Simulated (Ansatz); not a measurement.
**C6H5F3Sn: ionisation energy by level of theory**

The task here is to estimate one member of a computed series from the others.

The runs use Ansatz 0.2.0, Gaussian basis; unrestricted cation, the program's frozen cores in correlated methods.

Plan: UKS PBE-D4/def2-TZVPP; UKS r2SCAN-D4/def2-TZVPP; UKS PBE0-D4/def2-TZVPP; UKS B3LYP-D4/def2-TZVPP; UKS wB97X-V/def2-TZVPP; UKS wB97M-V/def2-TZVPP; UKS B2PLYP/def2-TZVPP; UHF-MP2/def2-TZVPP; UHF-MP2/def2-QZVPP; then −ε(HOMO) from the neutral's earlier runs with LDA (SPW92), PBE-D4, revPBE-D4, BLYP-D4, r2SCAN-D4, B97M-V, PBE0-D4, B3LYP-D4, r2SCANh-D4, r2SCAN0-D4, HSE06-D4, BHLYP-D4, CAM-B3LYP-D4, LC-ωPBE, ωB97X-V, ωB97M-V.

1 further run of the same task is left out (it didn't finish).

### The geometry

All runs share one geometry, relaxed beforehand with PBE0-D4 in a triple-zeta def2 set. Sn takes the def2 core potential; no spin-orbit term is included.

15 atoms, charge 0, spin multiplicity 1.

Atoms are counted from 1 here; the program's logs count them from 0.

Bond lengths: F1–Sn2 1.900 Å, Sn2–F3 1.900 Å, Sn2–F4 1.898 Å, Sn2–C5 2.093 Å, C5–C6 1.391 Å, C5–C10 1.391 Å, C6–C7 1.387 Å, C6–H11 1.084 Å, C7–C8 1.387 Å, C7–H12 1.084 Å, C8–C9 1.387 Å, C8–H13 1.084 Å, C9–C10 1.387 Å, C9–H14 1.084 Å, C10–H15 1.084 Å. Angles: F1–Sn2–F3 106.4°, F1–Sn2–F4 103.2°, F1–Sn2–C5 112.9°, F3–Sn2–F4 103.1°, F3–Sn2–C5 113.0°, F4–Sn2–C5 116.9°, Sn2–C5–C6 119.7°, Sn2–C5–C10 119.6°, C6–C5–C10 120.7°, C5–C6–C7 119.4°, C5–C6–H11 120.9°, C7–C6–H11 119.7°, C6–C7–C8 120.1°, C6–C7–H12 119.7°, C8–C7–H12 120.2°, C7–C8–C9 120.3°, C7–C8–H13 119.8°, C9–C8–H13 119.8° and more.

The first run:

in.yaml reads:

```yaml
crystal:
  periodic: [false, false, false]
  atoms:
    - {symbol: F, position_ang: [-0.888502, -3.600398, 0.444168]}
    - {symbol: Sn, position_ang: [0.535853, -2.498461, -0.160218]}
    - {symbol: F, position_ang: [2.064938, -2.994152, 0.851877]}
    - {symbol: F, position_ang: [0.917078, -3.191106, -1.885463]}
    - {symbol: C, position_ang: [0.097417, -0.456018, -0.033936]}
    - {symbol: C, position_ang: [1.126756, 0.458547, 0.166305]}
    - {symbol: C, position_ang: [0.829491, 1.810173, 0.251641]}
    - {symbol: C, position_ang: [-0.483898, 2.241653, 0.139266]}
    - {symbol: C, position_ang: [-1.507561, 1.326325, -0.055758]}
    - {symbol: C, position_ang: [-1.222001, -0.027750, -0.142629]}
    - {symbol: H, position_ang: [2.154829, 0.128131, 0.263746]}
    - {symbol: H, position_ang: [1.627359, 2.526441, 0.408514]}
    - {symbol: H, position_ang: [-0.711755, 3.299081, 0.207027]}
    - {symbol: H, position_ang: [-2.533547, 1.665010, -0.138780]}
    - {symbol: H, position_ang: [-2.028456, -0.738075, -0.286462]}
basis:
  gaussian: {orbitals: def2-TZVPP}
total_charge: 1
magnetization: {spin_polarized: true, initial_magnetization: 1}
hamiltonian: {xc: pbe, dispersion: d4}
```

On the command line:

```bash
> ansatz run in.yaml --threads 5 --pin off --events-out ev --progress --plain --max-ram 66560MiB --backend cuda --devices 0, --max-vram 37GiB
```

Steps of the session up to this table: Cation, UKS PBE-D4/def2-TZVPP; Cation, UKS r2SCAN-D4/def2-TZVPP; Cation, UKS PBE0-D4/def2-TZVPP; Cation, UKS B3LYP-D4/def2-TZVPP; Cation, UKS wB97X-V/def2-TZVPP; Cation, UKS wB97M-V/def2-TZVPP; Cation, UKS B2PLYP (frozen core)/def2-TZVPP; Cation, UHF-MP2/def2-TZVPP; Cation, UHF-MP2/def2-QZVPP.

One of the session's tables, all rows but one given; the rest of the session is left out.

For comparison, −ε(HOMO) of the neutral from earlier runs:

| functional | −ε(HOMO) (eV) |
| --- | --- |
| LDA (SPW92) | 7.55 |
| PBE-D4 | 7.30 |
| revPBE-D4 | 7.22 |
| BLYP-D4 | 7.11 |
| r2SCAN-D4 | 7.50 |
| B97M-V | 7.41 |
| PBE0-D4 | 8.31 |
| B3LYP-D4 | 8.08 |
| r2SCANh-D4 | 7.88 |
| r2SCAN0-D4 | 8.45 |
| HSE06-D4 | ? |
| BHLYP-D4 | 9.10 |
| CAM-B3LYP-D4 | 9.52 |
| LC-ωPBE | 10.81 |
| ωB97X-V | 10.45 |
| ωB97M-V | 10.38 |

Q: Estimate the row for HSE06-D4 from the others.

**Answer.** −ε(HOMO) (eV): 7.91. In the column «−ε(HOMO) (eV)» it lies between r2SCANh-D4 (7.88) and B3LYP-D4 (8.08).
